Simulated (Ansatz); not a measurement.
# SiGeHF (singlet): the correlation ladder at distance Ge2–Si3 = 2.516 Å, cc-pVDZ

The task here is to estimate one member of a computed series from the others.

Method: cc-pVDZ, core rule «outside noble gas», up to 20 orbitals frozen; program: Ansatz 0.2.0, Gaussian basis.

Plan: UHF; CCSD(T) on RHF; CCSD(T) on UHF; BCCD(T) on RHF; CISD; CCSDT(Q) on RHF; CASSCF and MRCISD+Q, 2 electrons in 2 orbitals; CASSCF and NEVPT2, 2 electrons in 2 orbitals; CASSCF and MRCISD+Q, 8 electrons in 8 orbitals; CASSCF and NEVPT2, 8 electrons in 8 orbitals.

50 further runs of the same task are left out: 2 for a mislabelled method, 1 for a known fault of the program, 44 that didn't finish, 3 set aside as unsound or not needed.

## What is computed

The geometry derives from a PBE0/def2-TZVP stationary point (not a proven minimum). One bond is set to the value named and the two fragments are kept rigid. No spin-orbit coupling is included. The filled d shell of Ge may be among the frozen orbitals whatever the setting's name suggests; the logs give the count.

4 atoms, charge 0, spin multiplicity 1.

Atoms are counted from 1 here; the program's logs count them from 0.

Bond lengths: F1–Si3 1.604 Å, Ge2–Si3 2.516 Å, Si3–H4 1.490 Å. Angles: F1–Si3–Ge2 127.1°, F1–Si3–H4 107.5°, Ge2–Si3–H4 125.4°.

Set-up of the first run:

Contents of in.yaml:

```yaml
crystal:
  periodic: [false, false, false]
  atoms:
    - {symbol: F, position_ang: [0.000000, -0.537856, -2.507543]}
    - {symbol: Ge, position_ang: [0.000000, -0.075051, 1.174976]}
    - {symbol: Si, position_ang: [0.000000, 0.490870, -1.276552]}
    - {symbol: H, position_ang: [0.000000, 1.868973, -1.843683]}
basis:
  gaussian: {orbitals: cc-pVDZ}
magnetization: {spin_polarized: true, initial_magnetization: 0}
hamiltonian: {xc: hf}
output: {orbitals: {seedname: orbitals}}
```

The run is started by

```sh
$ ansatz run in.yaml --threads 1 --pin off --events-out ev --progress --plain --max-ram 2393MiB
```

Steps of the session up to this table: UHF; CCSD(T) on RHF; CCSD(T) on UHF; BCCD(T) on RHF; CISD; CCSDT(Q) on RHF; CASSCF and MRCISD+Q, 2 electrons in 2 orbitals; CASSCF and NEVPT2, 2 electrons in 2 orbitals; CASSCF and MRCISD+Q, 8 electrons in 8 orbitals; CASSCF and NEVPT2, 8 electrons in 8 orbitals.

One table of the session follows, with a row left open; its other results are not shown here.

| method | from RCCSDT(Q) (meV) |
| --- | --- |
| RHF | +10757.0 |
| UHF | +10161.3 |
| RMP2 | +1310.9 |
| CISD | +1675.1 |
| RCCSD | +417.0 |
| RCCSD(T) | +80.9 |
| BCCD(T) | +77.6 |
| RCCSDT | +41.3 |
| RCCSDT(Q) | 0 |
| CASSCF pair | ? |
| NEVPT2 pair | +1175.6 |
| MRCISD pair | +1387.9 |
| MRCISD+Q pair | +306.2 |

Q: Estimate the row for CASSCF pair from the others.

As computed: from RCCSDT(Q) (meV): +10132.0. In the column «from RCCSDT(Q) (meV)» it lies between CISD (+1675.1) and UHF (+10161.3).

Not comparable, so not listed: CCSD(T) on UHF (they don't share determinant, frozen orbitals or solution with the rows shown, or repeat one).

To keep in mind: The determinant is far from a pure spin state, so its energy mixes those of several spin states (harmless only where they are near-degenerate, as at dissociation). Left out of the table: CASSCF frontier, NEVPT2 frontier, MRCISD frontier, MRCISD+Q frontier (the active space lost an orbital or holds another state than full CI finds). Warnings: restricted reference is unstable; spin contamination; large T1 diagnostic. Warnings in the runs' records: passed over end.
